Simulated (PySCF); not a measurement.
# C5H6BFO: spin-spin couplings

Aim: predict the spin-spin couplings of C5H6BFO (`CB(F)c1ccco1`).

Computed with PySCF 2.14.0, with density-fitted response routines of our own, on a single molecule in the gas phase. Atoms are numbered from 0 throughout.

## 1. The molecule as given

14 atoms, charge 0, multiplicity 1; geometry from: GFN2-xTB.

Bonds of the start (Å): C0–B1 1.58, B1–F2 1.33, B1–C3 1.54, C3–C4 1.38, C4–C5 1.41, C5–C6 1.37, C6–O7 1.33, O7–C3 1.36, C0–H8 1.09, C0–H9 1.09, C0–H10 1.09, C4–H11 1.07, C5–H12 1.07, C6–H13 1.07.

## 2. J couplings: B3LYP/pcJ-1

What the job is given:

```
{"job": {"kind": "j", "xc": "B3LYP", "basis": "pcJ-1"}, "charge": 0, "multiplicity": 1}
C     -2.495923    -0.168707     0.096415
B     -1.253827     0.202898     0.995808
F     -1.451515     0.612012     2.246438
C      0.209689     0.099264     0.526261
C      1.391308     0.359172     1.194172
C      2.441277     0.093903     0.297585
C      1.839911    -0.310550    -0.860317
O      0.514556    -0.310551    -0.737121
H     -2.640912    -1.248807     0.098041
H     -3.417469     0.277223     0.461262
H     -2.354475     0.120070    -0.941513
H      1.474129     0.698514     2.206880
H      3.492246     0.188238     0.478506
H      2.250327    -0.613150    -1.804559
```

Method: B3LYP/pcJ-1 indirect spin-spin coupling, non-relativistic, gas phase.

Run with:

```bash
$ OMP_NUM_THREADS=1 python probes_run.py task.json out
```

One launch serves the whole session: the jobs run in the order shown.

Predict these results of the whole session: largest coupling of the table (B3LYP/pcJ-1).

As calculated:

| quantity | value |
| --- | --- |
| largest coupling of the table (B3LYP/pcJ-1) | 1J(C,H) C6–H13, 206.9 Hz |

**Reading.** Of the pairs tabulated at B3LYP/pcJ-1, C6–H13 couples most strongly (206.9 Hz; Fermi contact 206.2 Hz). Couplings across rotatable bonds belong to this one conformer; where others are populated, the observed values are averages.
